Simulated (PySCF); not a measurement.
**C5H8AlCl: electronic excitations**

Wanted: the electronic excitations of C5H8AlCl (`C=C[CH2][Al]([Cl])[CH]=C`), by calculation.

The runs use PySCF 2.14.0, with density-fitted response routines of our own; the level of theory stands in each step. All values are computed, except where a source is named. Atoms count from 0, in the outputs and in this text.

## Step 1: The molecule as given

15 atoms, charge 0, multiplicity 1; geometry from: GFN2-xTB.

Bonds of the start (Å): C0–C1 1.32, C1–C2 1.49, C2–Al3 2.02, Al3–Cl4 2.03, Al3–C5 1.98, C5–C6 1.33, C0–H7 1.08, C0–H8 1.08, C1–H9 1.08, C2–H10 1.10, C2–H11 1.10, C5–H12 1.09, C6–H13 1.08, C6–H14 1.08.

## Step 2: TDDFT and polarisability: CAM-B3LYP/def2-SVPD

What the job is given:

```
{"job": {"kind": "uv", "xc": "CAM-B3LYP", "basis": "def2-SVPD", "nstates": 8, "ntriplets": 3}, "charge": 0, "multiplicity": 1}
C     -2.984780    -0.280546     0.490520
C     -2.056034    -0.037707    -0.422512
C     -0.719229     0.554440    -0.141390
Al     0.677855    -0.903197     0.013398
Cl     0.120996    -2.853427     0.009059
C      2.586963    -0.399042     0.180813
C      2.965723     0.878123     0.199947
H     -2.830744    -0.040221     1.530679
H     -3.934789    -0.718374     0.236206
H     -2.248632    -0.294615    -1.458146
H     -0.443202     1.258285    -0.934520
H     -0.750553     1.126589     0.793749
H      3.371090    -1.153889     0.274195
H      2.244326     1.678220     0.113043
H      3.996595     1.193351     0.301632
```

Method: TDDFT CAM-B3LYP/def2-SVPD, vertical, gas phase, core orbitals frozen in the response.

Command:

```console
$ OMP_NUM_THREADS=1 python probes_run.py task.json out
```

The driver reads the jobs from task.json and runs them one after another.

Standard output:

```text
coarse grid: 13640 points
cycle   1  E = -897.3759413010  dE =  6.156e-01  |g| = 4.201e-01  |ddm| = 5.805e+00
cycle   2  E = -897.4005375644  dE = -2.460e-02  |g| = 3.343e-01  |ddm| = 1.507e+00
cycle   3  E = -897.4306327833  dE = -3.010e-02  |g| = 2.855e-02  |ddm| = 6.640e-01
cycle   4  E = -897.4308298236  dE = -1.970e-04  |g| = 2.198e-02  |ddm| = 1.012e-01
cycle   5  E = -897.4309518976  dE = -1.221e-04  |g| = 3.167e-03  |ddm| = 3.458e-02
cycle   6  E = -897.4309551744  dE = -3.277e-06  |g| = 1.174e-03  |ddm| = 8.157e-03
final grid: 122656 points
cycle   7  E = -897.5533987420  dE = -2.943e-05  |g| = 4.073e-03  |ddm| = 7.006e-02
cycle   8  E = -897.5533996502  dE = -9.082e-07  |g| = 3.709e-03  |ddm| = 1.431e-02
cycle   9  E = -897.5534033137  dE = -3.663e-06  |g| = 3.531e-04  |ddm| = 5.469e-03
cycle  10  E = -897.5534033391  dE = -2.544e-08  |g| = 1.817e-04  |ddm| = 7.684e-04
cycle  11  E = -897.5534033480  dE = -8.906e-09  |g| = 2.127e-05  |ddm| = 3.688e-04
cycle  12  E = -897.5534033482  dE = -1.387e-10  |g| = 7.829e-06  |ddm| = 6.978e-05
converged SCF energy = -897.5534033482

Static polarisability (au): isotropic 99.058, principal 76.031 96.403 124.740

Singlet excitations
state   eV       nm        f      main configurations
  1   4.7202    262.7   0.00165   H->L 0.85, H-2->L 0.11
  2   5.7066    217.3   0.07901   H->L+1 0.88
  3   5.9554    208.2   0.00520   H-2->L 0.65, H->L+2 0.12
  4   6.3783    194.4   0.30157   H-1->L 0.94
  5   6.5662    188.8   0.18741   H->L+2 0.72, H-2->L 0.09
  6   6.8345    181.4   0.10221   H->L+4 0.39, H->L+3 0.17, H-3->L 0.16
  7   7.0713    175.3   0.00206   H-3->L 0.45, H->L+3 0.24
  8   7.1078    174.4   0.06690   H->L+6 0.19, H->L+4 0.14, H-3->L 0.12

Triplet excitations (Tamm-Dancoff, eV): 4.1079 4.1335 4.5363
```

Wall time 78 s (1 thread of Arm Neoverse N1, shared host); peak memory 0.99 GiB.

The orbitals next to the gap, with their largest atomic shares:

```csv
orbital,eV,atoms
HOMO−3,-10.79,"Cl4 51 %, Al3 10 %, C5 10 %"
HOMO−2,-9.77,"C5 26 %, Cl4 18 %, Al3 11 %"
HOMO−1,-9.55,"C5 41 %, C6 40 %, Al3 5 %"
HOMO,-8.02,"C0 31 %, C1 24 %, C2 18 %"
LUMO,-0.36,"Al3 34 %, C6 20 %, C5 18 %"
LUMO+1,0.33,"Al3 60 %, Cl4 11 %, C2 5 %"
LUMO+2,1.29,"C1 18 %, C0 14 %, Al3 12 %"
```

With each of the 8 states as a Gaussian band of 0.4 eV half-width at 1/e, the curve within the window shown has maxima at 191 nm (ε 21,000) L/(mol cm). Beyond the last state computed it falls off for lack of states. The curve at chosen wavelengths:

nm, ε (L/mol/cm) and a bar:
```
      167       2222 ###
      172       5364 ########
      178      10782 ################
      183      16193 ########################
      188      20321 ##############################
      194      19794 #############################
      199      15149 ######################
      204       9974 ###############
      210       6055 #########
      215       4535 #######
      220       3566 #####
      226       2435 ####
      231       1549 ##
      236        871 #
      241        447 #
      247        197 
      252        116 
      257         86 
      263         73 
      268         65 
      273         55 
      279         41 
      284         30 
      289         20 
      295         12 
      300          7
```

Further results of this job:

```csv
property,computed
dipole moment (D),1.84
polarisability (Å³),14.68
HOMO–LUMO gap (eV),7.66
−ε(HOMO) (eV),8.02
```

## Step 3: Results

| quantity | value |
| --- | --- |
| lowest singlet (CAM-B3LYP/def2-SVPD) | 4.72 eV (263 nm), f = 0.002 |
| brightest single state of those computed | state 4, 6.38 eV, f = 0.302 |
| lowest triplet | 4.11 eV |

What this shows: The lowest singlet, at 4.72 eV, is HOMO→LUMO 0.85, HOMO−2→LUMO 0.11 and is weak; of the 8 states computed, the strongest absorption comes from state 4 at 6.38 eV. The lowest triplet lies 0.61 eV below the lowest singlet (triplets in Tamm-Dancoff, singlets in full TDDFT).
